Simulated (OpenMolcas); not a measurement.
# GeH4 (SMILES [GeH4]): levels of theory compared

We compute a comparison of 6 runs (HF/3-21G, HF/def2-TZVP, B3LYP/def2-TZVP, BHLYP/def2-TZVP, PBE/def2-TZVP, revPBE/def2-TZVP) of GeH4. 

Program for the calculation: OpenMolcas 26.06.

1 further run of the same task is left out (set aside as unsound or not needed).

**1. The system as given**

The species is GeH4 (5 atoms), meant as a singlet with charge 0. SMILES: `[GeH4]`. The shape is that of a PBE0-D4/def2-TZVP optimisation.

Bond lengths: Ge1–H2 1.534 Å, Ge1–H3 1.534 Å, Ge1–H4 1.534 Å, Ge1–H5 1.534 Å. Angles: H2–Ge1–H3 109.5°, H2–Ge1–H4 109.5°, H2–Ge1–H5 109.5°, H3–Ge1–H4 109.5°, H3–Ge1–H5 109.5°, H4–Ge1–H5 109.5°.

**2. Energy and gradient at HF/3-21G (run 1)**

coord.xyz

```xyz
5

Ge     0.000100     0.000100     0.000000
H      1.148100    -0.756300     0.680600
H     -1.238800    -0.030000     0.904200
H     -0.329200    -0.669100    -1.340600
H      0.419800     1.455400    -0.244100
```

mol.input

```
&GATEWAY
BasLib
$CurrDir
Coord
coord.xyz
Basis
3-21G
Group
NoSym
&SEWARD
&SCF
Thresholds
1e-10 1e-07 1e-07 1e-05
PrOrbitals
0
&ALASKA
```

The basis set 3-21G is read from a file made from the Basis Set Exchange's data (not shown).

Launch:

```sh
$ export MOLCAS_MEM=1860
$ pymolcas mol.input > mol.log
```

The program printed:

```text
--- Start Module: gateway ---
[...]
--- Stop Module: gateway /rc=_RC_ALL_IS_WELL_ ---
[...]
      Basis functions           30
[...]
--- Start Module: scf ---
[...]
       Convergence after   8 Iterations
[...]
::    Total SCF energy                              -2067.6195366730
[...]
      Total spin, S                                     0.0000000000
[...]
      Total electronic charge=   36.000000
      Total            charge=   -0.000000
[...]
      Dipole Moment (debye):
      Origin of the operator (angstrom)=    0.0001    0.0001    0.0000
                   X=  6.7573E-04               Y=  4.8312E-04               Z= -9.4246E-05           Total=  8.3600E-04
      Quadrupole Moment (debye*angstrom):
[...]
--- Stop Module: scf /rc=_RC_ALL_IS_WELL_ ---
--- Start Module: alaska ---
[...]
 *              Molecular gradients               *
 **************************************************
  Irreducible representation: a
 ------------------------------------------------------------------------------------------
                              X                       Y                       Z
 ------------------------------------------------------------------------------------------
  GE1               2.49503398178450E-05   -2.82823146600551E-06    1.12122883256021E-05
  H2               -6.52858808884993E-04    4.08616155113783E-04   -3.77039916306110E-04
  H3                6.87596348935671E-04    7.71004286262422E-06   -5.03705964258749E-04
  H4                1.72141530569325E-04    3.54401839470331E-04    7.38233921595111E-04
  H5               -2.31829410436646E-04   -7.67899805982353E-04    1.31299670649954E-04
 ------------------------------------------------------------------------------------------
--- Stop Module: alaska /rc=_RC_ALL_IS_WELL_ ---
[...]
```

Run time: 1.7 s. Hardware: 1 thread of Arm Neoverse V2, shared host; peak memory 0.37 GiB.

**3. Energy and gradient at HF/def2-TZVP (run 2)**

calc.input

```
>>> EXPORT MOLCAS_PRINT=2

&gateway
 baslib = $CurrDir
 coord
 5
 angstrom
 Ge       0.000100       0.000100       0.000000
 H        1.148100      -0.756300       0.680600
 H       -1.238800      -0.030000       0.904200
 H       -0.329200      -0.669100      -1.340600
 H        0.419800       1.455400      -0.244100
 basis = def2-TZVP
 group = NoSym

&seward

&scf
 thresholds = 1e-10 1e-07 1e-07 1e-05
 prorbitals = 0

&alaska
```

The basis set def2-TZVP is read from a file made from the Basis Set Exchange's data (not shown).

Launch:

```sh
$ export MOLCAS_MEM=1860
$ pymolcas calc.input > calc.log
```

The program printed:

```text
--- Start Module: gateway ---
[...]
--- Stop Module: gateway /rc=_RC_ALL_IS_WELL_ ---
[...]
      Basis functions           72
[...]
--- Start Module: scf ---
[...]
       Convergence after  11 Iterations
[...]
::    Total SCF energy                              -2077.6782011631
[...]
      Total spin, S                                     0.0000000000
[...]
      Total electronic charge=   36.000000
      Total            charge=   -0.000000
[...]
      Dipole Moment (debye):
      Origin of the operator (angstrom)=    0.0001    0.0001    0.0000
                   X=  5.6874E-04               Y=  3.9596E-04               Z= -7.1716E-05           Total=  6.9670E-04
      Quadrupole Moment (debye*angstrom):
[...]
--- Stop Module: scf /rc=_RC_ALL_IS_WELL_ ---
[...]
--- Start Module: alaska ---
[...]
 *              Molecular gradients               *
 **************************************************
  Irreducible representation: a
 ------------------------------------------------------------------------------------------
                              X                       Y                       Z
 ------------------------------------------------------------------------------------------
  GE1               2.53578651459091E-05   -4.99102349381386E-06    1.28975486145108E-05
  H2               -1.01410646589528E-04    4.54437858103951E-05   -5.03539483469595E-05
  H3                9.16762725395870E-05   -6.43242795214660E-06   -6.86196448351772E-05
  H4                1.39195155812732E-05    3.23382454601173E-05    9.25245408218700E-05
  H5               -2.95430066596936E-05   -6.63585798221789E-05    1.35515037331668E-05
 ------------------------------------------------------------------------------------------
--- Stop Module: alaska /rc=_RC_ALL_IS_WELL_ ---
[...]
```

It took 4.8 s on 1 thread of Arm Neoverse V2, shared host; peak memory 0.42 GiB.

**4. Energy and gradient at B3LYP/def2-TZVP (run 3)**

coord.xyz is that of step 2.

calc.input

```
* GeH4 Kohn-Sham DFT

&gateway
  baslib=$CurrDir
  coord=coord.xyz
  basis=def2-TZVP
  group=NoSym

&seward
  gridinput
  Grid=UltraFine
  End of Grid

&scf
  ksdft=B3LYP
  thresholds=1e-10 1e-07 1e-07 1e-05
  prorbitals=1

&alaska
```

The basis set def2-TZVP is read from a file made from the Basis Set Exchange's data (not shown).

Launch:

```sh
$ export MOLCAS_MEM=1860
$ pymolcas calc.input > calc.log
```

The program printed:

```text
--- Start Module: gateway ---
[...]
--- Stop Module: gateway /rc=_RC_ALL_IS_WELL_ ---
[...]
      Basis functions           72
[...]
--- Start Module: scf ---
[...]
       Convergence after  11 Iterations
[...]
::    Total KS-DFT energy                           -2079.4417429424
[...]
      Total spin, S                                     0.0000000000
[...]
      Total electronic charge=   36.000000
      Total            charge=   -0.000000
[...]
      Dipole Moment (debye):
      Origin of the operator (angstrom)=    0.0001    0.0001    0.0000
                   X=  4.6033E-04               Y=  3.1533E-04               Z= -5.4391E-05           Total=  5.6062E-04
      Quadrupole Moment (debye*angstrom):
[...]
--- Stop Module: scf /rc=_RC_ALL_IS_WELL_ ---
[...]
--- Start Module: alaska ---
[...]
 *              Molecular gradients               *
 **************************************************
  Irreducible representation: a
 ------------------------------------------------------------------------------------------
                              X                       Y                       Z
 ------------------------------------------------------------------------------------------
  GE1               7.93122582587111E-06   -8.59132002202804E-06    9.34164724708205E-06
  H2               -4.94362321084019E-04    3.12558426414089E-04   -2.90728724963163E-04
  H3                5.27978859244271E-04    7.18567892456223E-06   -3.83821628887837E-04
  H4                1.36339577301747E-04    2.72659396801433E-04    5.65091255142036E-04
  H5               -1.77887341296312E-04   -5.83812182132881E-04    1.00117451470982E-04
 ------------------------------------------------------------------------------------------
--- Stop Module: alaska /rc=_RC_ALL_IS_WELL_ ---
[...]
```

Wall time 14 s (1 thread of Arm Neoverse V2, shared host); peak memory 0.42 GiB.

Runs 4 to 5 aren't shown in full; the table further down has their settings and results.

**5. Energy and gradient at revPBE/def2-TZVP (run 6)**

job.inp

```
>>> EXPORT MOLCAS_PRINT=2

&GATEWAY
 BasLib=$CurrDir
 Coord
 5
 angstrom
 Ge       0.000100       0.000100       0.000000
 H        1.148100      -0.756300       0.680600
 H       -1.238800      -0.030000       0.904200
 H       -0.329200      -0.669100      -1.340600
 H        0.419800       1.455400      -0.244100
 Basis=def2-TZVP
 Group=NoSym

&SEWARD
 GridInput
 Grid=UltraFine
 End of Grid

&SCF
 KSDFT=revPBE
 Thresholds=1e-10 1e-07 1e-07 1e-05
 PrOrbitals=0

&ALASKA
```

The basis set def2-TZVP is read from a file made from the Basis Set Exchange's data (not shown).

Launch:

```sh
$ export MOLCAS_MEM=1860
$ pymolcas job.inp > job.log
```

The program printed:

```text
--- Start Module: gateway ---
[...]
--- Stop Module: gateway /rc=_RC_ALL_IS_WELL_ ---
[...]
      Basis functions           72
[...]
--- Start Module: scf ---
[...]
       Convergence after  11 Iterations
[...]
::    Total KS-DFT energy                           -2079.2258827769
[...]
      Total spin, S                                     0.0000000000
[...]
      Total electronic charge=   36.000000
      Total            charge=   -0.000000
[...]
      Dipole Moment (debye):
      Origin of the operator (angstrom)=    0.0001    0.0001    0.0000
                   X=  4.2988E-04               Y=  2.8828E-04               Z= -4.6413E-05           Total=  5.1967E-04
      Quadrupole Moment (debye*angstrom):
[...]
--- Stop Module: scf /rc=_RC_ALL_IS_WELL_ ---
[...]
--- Start Module: alaska ---
[...]
 *              Molecular gradients               *
 **************************************************
  Irreducible representation: a
 ------------------------------------------------------------------------------------------
                              X                       Y                       Z
 ------------------------------------------------------------------------------------------
  GE1               4.04706288500414E-06   -1.16415992810707E-05    1.08592260056374E-05
  H2               -3.14384556679670E-03    2.06119379160796E-03   -1.86329937383345E-03
  H3                3.38868779390822E-03    7.72010423728958E-05   -2.47181843239819E-03
  H4                8.98009533060184E-04    1.81939924034902E-03    3.66040998590567E-03
  H5               -1.14689882302565E-03   -3.94615247502905E-03    6.63848594322891E-04
 ------------------------------------------------------------------------------------------
--- Stop Module: alaska /rc=_RC_ALL_IS_WELL_ ---
[...]
```

It took 14 s on 1 thread of Arm Neoverse V2, shared host; peak memory 0.42 GiB.

**6. The series**

```csv
run,level,integration grid,energy (Eh),dipole moment (D),HOMO energy (eV),LUMO energy (eV),wall time
1,HF/3-21G,–,-2067.619537,0.00,-12.80,4.93,1.7 s
2,HF/def2-TZVP,–,-2077.678201,0.00,-12.88,4.09,4.8 s
3,B3LYP/def2-TZVP,UltraFine,-2079.441743,0.00,-9.45,0.70,14 s
4,BHLYP/def2-TZVP,UltraFine,-2079.364535,0.00,-10.90,1.84,14 s
5,PBE/def2-TZVP,UltraFine,-2079.057386,0.00,-8.35,0.19,14 s
6,revPBE/def2-TZVP,UltraFine,-2079.225883,0.00,-8.32,0.25,14 s
```

**7. Summary of results**

| quantity | value |
| --- | --- |
| run 6: total energy | -2079.22588 Eh |
| run 6: dipole moment | 0.00 D |
| run 6: HOMO energy | -8.32 eV |
| run 6: LUMO energy | 0.25 eV |
| run 6: HOMO–LUMO gap | 8.58 eV |
| run 6: largest force on an atom | 0.216 eV/Å |

The HOMO–LUMO gap runs from 8.53 eV (PBE/def2-TZVP) to 17.73 eV (HF/3-21G). The two ends differ in method and basis. Totals of different functionals can't be ranked against each other. All runs together took 63 s, the longest 14 s.
